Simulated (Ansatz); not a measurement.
# Si₂B₂H₆: geometry and vibrations

Aim: relax Si₂B₂H₆ from a cheap starting geometry, check the end point by its vibrations and derive ideal-gas thermochemistry, and look at its orbitals and charge.

Computed with Ansatz 0.2.0, Gaussian basis. Level: RKS PBE0-D4/def2-TZVP.

Levels to be run: relaxation at PBE-D4/def2-SVP; relaxation at PBE0-D4/def2-TZVP; harmonic vibrations at the same level; a single point in def2-TZVPP for the fields.

**1. Starting geometry**

SMILES `[SiH3]B1B[SiH2]1`, 10 atoms, charge 0, spin multiplicity 1.

Atoms are counted from 1 here; the program's logs count them from 0.

Bond lengths: Si1–B2 1.874 Å, Si1–H5 1.497 Å, Si1–H6 1.518 Å, Si1–H7 1.497 Å, B2–B3 1.769 Å, B2–Si4 1.924 Å, B3–Si4 1.942 Å, B3–H8 1.148 Å, Si4–H9 1.526 Å, Si4–H10 1.395 Å. Angles: B2–Si1–H5 111.9°, B2–Si1–H6 111.1°, B2–Si1–H7 111.3°, H5–Si1–H6 107.3°, H5–Si1–H7 108.5°, H6–Si1–H7 106.5°, Si1–B2–B3 147.6°, Si1–B2–Si4 148.4°, B3–B2–Si4 63.3°, B2–B3–Si4 62.2°, B2–B3–H8 153.0°, Si4–B3–H8 144.7°, B2–Si4–B3 54.5°, B2–Si4–H9 112.2°, B2–Si4–H10 117.3°, B3–Si4–H9 110.0°, B3–Si4–H10 113.4°, H9–Si4–H10 126.9°.

As a file:

```xyz
10
charge 0, multiplicity 1
Si   -1.1631    1.0717   -1.0268
B    -0.0169   -0.1041   -0.1237
B     0.2554   -1.7346    0.5067
Si    1.5176   -0.3470    1.0113
H    -1.9812    0.3684   -2.0649
H    -2.1298    1.7380   -0.0641
H    -0.3990    2.1736   -1.6917
H    -0.0119   -2.8453    0.6212
H     1.2519    0.1024    2.4453
H     2.7599   -0.4742    0.3895
```

The start is a force-field geometry with small random shifts, so a cheaper pass at PBE-D4/def2-SVP comes first.

**2. Optimising with PBE-D4/def2-SVP (cheap first pass)**

in.yaml reads:

```yaml
crystal:
  periodic: [false, false, false]
  atoms:
    - {symbol: Si, position_ang: [-1.163100, 1.071700, -1.026800]}
    - {symbol: B, position_ang: [-0.016900, -0.104100, -0.123700]}
    - {symbol: B, position_ang: [0.255400, -1.734600, 0.506700]}
    - {symbol: Si, position_ang: [1.517600, -0.347000, 1.011300]}
    - {symbol: H, position_ang: [-1.981200, 0.368400, -2.064900]}
    - {symbol: H, position_ang: [-2.129800, 1.738000, -0.064100]}
    - {symbol: H, position_ang: [-0.399000, 2.173600, -1.691700]}
    - {symbol: H, position_ang: [-0.011900, -2.845300, 0.621200]}
    - {symbol: H, position_ang: [1.251900, 0.102400, 2.445300]}
    - {symbol: H, position_ang: [2.759900, -0.474200, 0.389500]}
basis:
  gaussian: {orbitals: def2-SVP}
hamiltonian: {xc: pbe, dispersion: d4}
relax: {f_tol: 0.03, max_steps: 200}
```

On the command line:

```bash
> ansatz run in.yaml --threads 2 --pin off --events-out ev --progress --plain --max-ram 4352MiB
```

Standard output (excerpt; [...] marks lines left out):

```text
Functional definition: PBE
  name "PBE"
  cite "Perdew, Burke & Ernzerhof, Phys. Rev. Lett. 77, 3865 (1996) doi:10.1103/PhysRevLett.77.3865"
  parent pbe
[...]
1048 factors; their error is unknown
[...]
mean field -17183.75892900 eV, -631.4914930705 hartree, gradient 4.1e-5 eV, S^2 0.000000; 4 other end points of the search recorded, 0 dependent functions left out
[...]
reference -17183.75896804 eV, -631.4914945052 hartree; 22, 22 occupied and 72, 72 virtual orbitals, 1048 factors
relax step   1: F+E_penalty+E_count = -17183.97256905 eV  Δ(F+E_penalty+E_count) = +0.000e0 eV  max|allowed force component| = 2.288e0 eV/Å  Δτ_max = 0.0000 Å  (85 SCF iters, accepted)
[...]
relax step   7: F+E_penalty+E_count = -17185.93669939 eV  Δ(F+E_penalty+E_count) = -1.649e-1 eV  max|allowed force component| = 3.797e-1 eV/Å  Δτ_max = 0.1951 Å  (28 SCF iters, accepted)
[...]
relax step  13: F+E_penalty+E_count = -17186.25628348 eV  Δ(F+E_penalty+E_count) = -2.169e-3 eV  max|allowed force component| = 1.901e-1 eV/Å  Δτ_max = 0.0896 Å  (29 SCF iters, accepted)
[...]
relax step  19: F+E_penalty+E_count = -17186.27619647 eV  Δ(F+E_penalty+E_count) = -3.981e-3 eV  max|allowed force component| = 1.361e-1 eV/Å  Δτ_max = 0.1952 Å  (28 SCF iters, accepted)
[...]
relax step  24: F+E_penalty+E_count = -17186.28476388 eV  Δ(F+E_penalty+E_count) = -3.968e-4 eV  max|allowed force component| = 4.198e-2 eV/Å  Δτ_max = 0.0261 Å  (30 SCF iters, accepted)
[...]
relax step  25: F+E_penalty+E_count = -17186.28502198 eV  Δ(F+E_penalty+E_count) = -2.581e-4 eV  max|allowed force component| = 1.954e-2 eV/Å  Δτ_max = 0.0245 Å  (30 SCF iters, accepted)
1048 factors; their error is unknown
[...]
mean field -17186.06400122 eV, -631.5762029123 hartree, gradient 1.4e-5 eV, S^2 0.000000; 1 other end points of the search recorded, 0 dependent functions left out
[...]
reference -17186.06403904 eV, -631.5762043019 hartree; 22, 22 occupied and 72, 72 virtual orbitals, 1048 factors
Total energy: -17186.28505979 eV, -631.5843266650 hartree
Atom 0 at    -1.278904     1.084012    -0.770544 Å, force     0.001390    -0.002349    -0.008602 eV/Å
Atom 1 at    -0.376926    -0.552708    -0.092589 Å, force     0.019536    -0.001205     0.012392 eV/Å
Atom 2 at     0.072883    -1.937788     0.330213 Å, force    -0.010017    -0.003461    -0.001481 eV/Å
Atom 3 at     1.386269    -0.269028     0.686422 Å, force    -0.017021     0.003354    -0.010564 eV/Å
Atom 4 at    -1.592186     0.938834    -2.237297 Å, force    -0.000174     0.000749    -0.003023 eV/Å
Atom 5 at    -2.575737     1.310457    -0.037732 Å, force    -0.003184    -0.000306     0.004857 eV/Å
Atom 6 at    -0.431311     2.318245    -0.600486 Å, force     0.001223     0.002786     0.002677 eV/Å
Atom 7 at     0.556738    -2.967195     0.716409 Å, force     0.002176    -0.002431     0.000872 eV/Å
Atom 8 at     1.877146     1.153468     0.688433 Å, force     0.004567     0.002785     0.002882 eV/Å
Atom 9 at     2.444929    -1.129397     1.319971 Å, force     0.001504     0.000076    -0.000011 eV/Å
Dipole moment:     0.316994    -0.020015     0.151481 e Å
```

It took 67 s on 2 threads of Arm Neoverse N1, shared host.

Step by step:

```tsv
step	energy from step 1 (eV)	largest force component (eV/Å)
1	0.0000	2.2880
2	-0.5190	1.4025
3	-0.8848	1.5775
4	-1.1986	2.9253
5	-1.5729	0.8730
6	-1.7992	0.6110
7	-1.9641	0.3797
8	-2.0728	0.3868
9	-2.1794	0.3277
10	-2.2540	0.2356
11	-2.2682	0.4121
12	-2.2815	0.2883
13	-2.2837	0.1901
14	-2.2889	0.1121
15	-2.2905	0.0939
16	-2.2909	0.1860
17	-2.2961	0.0903
18	-2.2996	0.0337
19	-2.3036	0.1361
20	-2.3063	0.1064
21	-2.3091	0.0460
22	-2.3110	0.0551
23	-2.3118	0.0600
24	-2.3122	0.0420
25	-2.3125	0.0195
```

Distances of close pairs at the start and the end, largest changes first:

```tsv
bond	before (Å)	after (Å)	change (Å)
B2–B3	1.769	1.516	-0.253
B3–Si4	1.942	2.153	+0.211
Si1–B2	1.874	1.988	+0.114
Si4–H10	1.395	1.504	+0.109
B3–H8	1.148	1.201	+0.053
B2–Si4	1.924	1.948	+0.024
Si4–H9	1.526	1.505	-0.021
Si1–H6	1.518	1.507	-0.012
```

**3. Geometry optimisation, PBE0-D4/def2-TZVP**

in.yaml reads:

```yaml
crystal:
  periodic: [false, false, false]
  atoms:
    - {symbol: Si, position_ang: [-1.278904, 1.084012, -0.770544]}
    - {symbol: B, position_ang: [-0.376926, -0.552708, -0.092589]}
    - {symbol: B, position_ang: [0.072883, -1.937788, 0.330213]}
    - {symbol: Si, position_ang: [1.386269, -0.269028, 0.686422]}
    - {symbol: H, position_ang: [-1.592186, 0.938834, -2.237297]}
    - {symbol: H, position_ang: [-2.575737, 1.310457, -0.037732]}
    - {symbol: H, position_ang: [-0.431311, 2.318245, -0.600486]}
    - {symbol: H, position_ang: [0.556738, -2.967195, 0.716409]}
    - {symbol: H, position_ang: [1.877146, 1.153468, 0.688433]}
    - {symbol: H, position_ang: [2.444929, -1.129397, 1.319971]}
basis:
  gaussian: {orbitals: def2-TZVP}
hamiltonian: {xc: pbe0, dispersion: d4}
relax: {f_tol: 0.005, max_steps: 150}
```

Same command.

Standard output (excerpt; [...] marks lines left out):

```text
Functional definition: PBE0
  name "PBE0"
  cite "Adamo & Barone, J. Chem. Phys. 110, 6158 (1999) doi:10.1063/1.478522"
  cite "Perdew, Burke & Ernzerhof, Phys. Rev. Lett. 77, 3865 (1996) doi:10.1103/PhysRevLett.77.3865"
  parent pbe
[...]
1138 factors; their error is unknown
[...]
mean field -17194.97484368 eV, -631.9036703325 hartree, gradient 2.9e-5 eV, S^2 0.000000; 0 other end points of the search recorded, 0 dependent functions left out
[...]
reference -17194.97488190 eV, -631.9036717374 hartree; 22, 22 occupied and 150, 150 virtual orbitals, 1138 factors
relax step   1: F+E_penalty+E_count = -17195.16295927 eV  Δ(F+E_penalty+E_count) = +0.000e0 eV  max|allowed force component| = 5.141e-1 eV/Å  Δτ_max = 0.0000 Å  (28 SCF iters, accepted)
[...]
Atom 0 at    -1.267091     1.070151    -0.762586 Å, force     0.001136     0.000354     0.000047 eV/Å
Atom 1 at    -0.359864    -0.547522    -0.083896 Å, force     0.000650    -0.000507     0.000379 eV/Å
Atom 2 at     0.062214    -1.919774     0.327812 Å, force    -0.000153     0.003870    -0.000534 eV/Å
Atom 3 at     1.376451    -0.249878     0.674603 Å, force     0.000072    -0.002772     0.002119 eV/Å
Atom 4 at    -1.566207     0.925113    -2.213262 Å, force    -0.000074    -0.000571    -0.000264 eV/Å
Atom 5 at    -2.550857     1.283823    -0.040538 Å, force    -0.000202    -0.000847    -0.000049 eV/Å
Atom 6 at    -0.433967     2.291465    -0.586596 Å, force    -0.000236     0.000197     0.000412 eV/Å
Atom 7 at     0.539275    -2.929684     0.708976 Å, force    -0.000475    -0.000708     0.000000 eV/Å
Atom 8 at     1.876657     1.148152     0.684126 Å, force    -0.000779     0.000789    -0.001189 eV/Å
Atom 9 at     2.406291    -1.122946     1.294163 Å, force     0.000063     0.000195    -0.000920 eV/Å
Dipole moment:     0.327196    -0.043880     0.158701 e Å
```

Run time: 61 s. Hardware: 2 threads of Arm Neoverse N1, shared host.

Step by step:

```tsv
step	energy from step 1 (eV)	largest force component (eV/Å)
1	0.0000	0.5141
2	-0.0333	0.2135
3	-0.0368	0.0367
4	-0.0369	0.0183
5	-0.0370	0.0164
6	-0.0371	0.0082
7	-0.0371	0.0077
8	-0.0371	0.0039
```

Close pairs (by a distance rule), those that changed most:

```tsv
bond	before (Å)	after (Å)	change (Å)
B2–Si4	1.948	1.918	-0.030
B2–B3	1.516	1.494	-0.023
B3–H8	1.201	1.180	-0.021
Si4–H9	1.505	1.485	-0.020
Si4–H10	1.504	1.485	-0.019
Si1–H5	1.507	1.488	-0.019
Si1–H6	1.507	1.488	-0.018
Si1–H7	1.507	1.489	-0.018
```

Mulliken charges of the relaxed molecule (report file):

```tsv
atom	value (e)
Si1	0.03
B2	-0.10
B3	0.00
Si4	-0.01
H5	-0.02
H6	-0.02
H7	-0.03
H8	0.09
H9	0.03
H10	0.02
```

**4. Harmonic vibrations**

in.yaml reads:

```yaml
crystal:
  periodic: [false, false, false]
  atoms:
    - {symbol: Si, position_ang: [-1.267091, 1.070151, -0.762586]}
    - {symbol: B, position_ang: [-0.359864, -0.547522, -0.083896]}
    - {symbol: B, position_ang: [0.062214, -1.919774, 0.327812]}
    - {symbol: Si, position_ang: [1.376451, -0.249878, 0.674603]}
    - {symbol: H, position_ang: [-1.566207, 0.925113, -2.213262]}
    - {symbol: H, position_ang: [-2.550857, 1.283823, -0.040538]}
    - {symbol: H, position_ang: [-0.433967, 2.291465, -0.586596]}
    - {symbol: H, position_ang: [0.539275, -2.929684, 0.708976]}
    - {symbol: H, position_ang: [1.876657, 1.148152, 0.684126]}
    - {symbol: H, position_ang: [2.406291, -1.122946, 1.294163]}
basis:
  gaussian: {orbitals: def2-TZVP}
hamiltonian: {xc: pbe0, dispersion: d4}
phonons: {temperatures: {t_min: 298.15, t_max: 900, t_step: 200}}
```

Launched as before.

Standard output (excerpt; [...] marks lines left out):

```text
Functional definition: PBE0
  name "PBE0"
  cite "Adamo & Barone, J. Chem. Phys. 110, 6158 (1999) doi:10.1063/1.478522"
  cite "Perdew, Burke & Ernzerhof, Phys. Rev. Lett. 77, 3865 (1996) doi:10.1103/PhysRevLett.77.3865"
  parent pbe
[...]
1138 factors; their error is unknown
[...]
mean field -17195.01062066 eV, -631.9049851125 hartree, gradient 2.6e-5 eV, S^2 0.000000; 0 other end points of the search recorded, 0 dependent functions left out
[...]
reference -17195.01065875 eV, -631.9049865121 hartree; 22, 22 occupied and 150, 150 virtual orbitals, 1138 factors
[...]
1138 factors; their error is unknown
mean field -17195.01051231 eV, -631.9049811307 hartree, gradient 1.6e-6 eV, S^2 0.000000; 0 other end points of the search recorded, 0 dependent functions left out
[...]
reference -17195.01055039 eV, -631.9049825301 hartree; 22, 22 occupied and 150, 150 virtual orbitals, 1138 factors
[...]
Atom 2 at     0.062214    -1.919774     0.327812 Å, force    -0.000156     0.003887    -0.000539 eV/Å
Atom 3 at     1.376451    -0.249878     0.674603 Å, force     0.000075    -0.002757     0.002114 eV/Å
Atom 4 at    -1.566207     0.925113    -2.213262 Å, force    -0.000073    -0.000572    -0.000264 eV/Å
Atom 5 at    -2.550857     1.283823    -0.040538 Å, force    -0.000205    -0.000847    -0.000047 eV/Å
Atom 6 at    -0.433967     2.291465    -0.586596 Å, force    -0.000238     0.000193     0.000412 eV/Å
Atom 7 at     0.539275    -2.929684     0.708976 Å, force    -0.000475    -0.000715     0.000002 eV/Å
Atom 8 at     1.876657     1.148152     0.684126 Å, force    -0.000782     0.000778    -0.001188 eV/Å
Atom 9 at     2.406291    -1.122946     1.294163 Å, force     0.000064     0.000193    -0.000919 eV/Å
Dipole moment:     0.327196    -0.043881     0.158702 e Å
Vibrations: 72.19 122.31 131.65 265.25 300.14 487.13 510.84 513.18 595.46 597.75 701.95 756.38 781.25 901.19 940.45 944.10 956.42 1391.68 2211.03 2214.58 2217.33 2221.68 2236.45 2783.95 cm⁻¹, zero-point energy 1.540773 eV
```

It took 4.7 min on 2 threads of Arm Neoverse N1, shared host.

Motions are named by where the mode's potential energy lies. The modes, unscaled (a negative number is an imaginary wavenumber):

```tsv
mode	cm⁻¹	motion
1	72	torsion
2	122	torsion
3	132	bend
4	265	bend with Si–B stretch
5	300	bend
6	487	bend
7	511	Si–B stretch
8	513	bend
9	595	Si–B stretch with bend
10	598	bend
11	702	out-of-plane bend
12	756	bend with Si–B stretch
13	781	bend
14	901	bend
15	940	bend with torsion
16	944	bend with torsion
17	956	bend
18	1392	B–B stretch with bend
19	2211	Si–H stretch
20	2215	Si–H stretch
21	2217	Si–H stretch
22	2222	Si–H stretch
23	2236	Si–H stretch
24	2784	B–H stretch
```

From these modes and the moments of inertia (298.15 K, 1 bar, symmetry number 1):

```tsv
term	value
zero-point energy	35.5 kcal/mol
H(298) − E	40.7 kcal/mol
entropy, translation	164.1 J/(mol K)
entropy, rotation	110.2 J/(mol K)
entropy, vibration	72.2 J/(mol K)
entropy, total	346.5 J/(mol K)
```

**5. Orbitals, density and potential**

Changes to in.yaml since step 4:

```diff
@@ -14,4 +14,4 @@
 basis:
-  gaussian: {orbitals: def2-TZVP}
+  gaussian: {orbitals: def2-TZVPP}
 hamiltonian: {xc: pbe0, dispersion: d4}
-phonons: {temperatures: {t_min: 298.15, t_max: 900, t_step: 200}}
+output: {orbitals: {seedname: orbitals}}
```

Same command.

Standard output:

```text
Functional definition: PBE0
  name "PBE0"
  cite "Adamo & Barone, J. Chem. Phys. 110, 6158 (1999) doi:10.1063/1.478522"
  cite "Perdew, Burke & Ernzerhof, Phys. Rev. Lett. 77, 3865 (1996) doi:10.1103/PhysRevLett.77.3865"
  parent pbe
  parameter a = 0.25
  parameter kappa = 0.804
  parameter beta = 0.06672455060314922
  exchange = (1 - a)*pbe_x(kappa = kappa, mu = beta*pi^2/3) + a*exact_x
  correlation = pbe_c(beta = beta)
1274 factors; their error is unknown
mean field evaluation 1: about -17189.4982 eV, gradient 4.1e1 eV
mean field evaluation 2: about -17179.6470 eV, gradient 6.2e1 eV
mean field evaluation 4: about -17194.8874 eV, gradient 6.0e0 eV
mean field evaluation 8: about -17195.0378 eV, gradient 2.9e-1 eV
mean field evaluation 16: about -17195.0379 eV, gradient 2.0e-5 eV
mean field -17195.03793222 eV, -631.9059887936 hartree, gradient 2.0e-5 eV, S^2 0.000000; 0 other end points of the search recorded, 0 dependent functions left out
reference -17195.03796984 eV, -631.9059901763 hartree; 22, 22 occupied and 208, 208 virtual orbitals, 1274 factors
Total energy: -17195.22743785 eV, -631.9129529974 hartree
```

Run time: 7 s. Hardware: 2 threads of Arm Neoverse N1, shared host; peak memory 0.49 GiB.

Orbitals, density, ELF and potential are computed afterwards from the orbital file.

Frontier orbitals at PBE0-D4/def2-TZVPP, with the share of their density that lies nearest to each atom:

```tsv
orbital	energy (eV)	lies on
HOMO-1	-7.93	B2 34 %; B3 27 %; Si4 15 %
HOMO	-7.05	B2, B3 about 29 % each; Si4 28 %
LUMO	-2.05	Si4 36 %; B3 20 %; H9 15 %
```

ELF in a plane through or near 8 of the atoms.

Ten even steps from ' ' (0.00) to '@' (1.00):
```
                                                        
                                                        
                    ..--==..                            
                  --##@@@@%%++                          
                  **@@@@@@@@%%    ::**%%##::            
        ::====::..**@@@@@@@@%%    ##@@@@@@%%==          
      --@@@@@@@@**==++%%@@%%==  ==@@@@@@@@@@##          
      **@@@@@@@@%%..--::====..  ++@@@@@@@@%%++          
      **@@@@@@@@##==%%##..==--::==%%@@@@@@++..          
      ::##@@@@%%**..  ..######%%==--++--....            
            ....::==**##++..--@@**++**++..::..          
          ..--++++::..##++##::%%%%::  ..==--..          
        --%%@@@@@@::%%--@@**++####--::----::..          
        %%@@@@@@@@==..--@@@@##**==........              
        **@@@@@@@@%%++++%%%%**--..                      
        ..%%@@@@%%++----++++==..                        
            ..::::                                      
                                                        
                                                        
                                                        
```
The map spans 10.8 Å across and 9.6 Å up, centred on the molecule. Atoms in the plane (x, y in Å): Si1 (1.8, -0.1), B2 (-0.1, -0.7), B3 (-1.4, -1.3), Si4 (-1.3, 0.8), H7 (2.0, 1.3), H8 (-2.5, -1.7), H9 (-0.7, 2.2), H10 (-2.8, 0.9).

On the surface of density 0.002 e/bohr³ the electrostatic potential runs, from the 1st to the 99th percentile, from -0.57 V near B2 to 1.41 V near Si4.

**6. What came out**

```
                  quantity            value
               point group               Cs
                     steps           25 + 8
shift from the start (rms)          0.943 Å
              total energy   -17195.2001 eV
           dispersion term         -189 meV
             dipole moment           1.76 D
lowest, highest wavenumber    72, 2784 cm⁻¹
         zero-point energy    35.5 kcal/mol
       entropy at 298.15 K  346.5 J/(mol K)
                HOMO, LUMO  -7.05, -2.05 eV
```

**Reading.** The relaxed geometry lies 0.94 Å (rms) from the start; the bond that changed most is B2–B3, from 1.769 to 1.494 Å. All wavenumbers are real, so the end point is a minimum. The stiffest mode, 2784 cm⁻¹, is a B–H stretch, and 3 modes under 200 cm⁻¹ make the vibrational entropy uncertain. Harmonic hybrid wavenumbers usually lie a few per cent above measured fundamentals. The HOMO lies mostly on B2, B3 about 29 % each; Si4 28 % and the LUMO on Si4 36 %; B3 20 %.
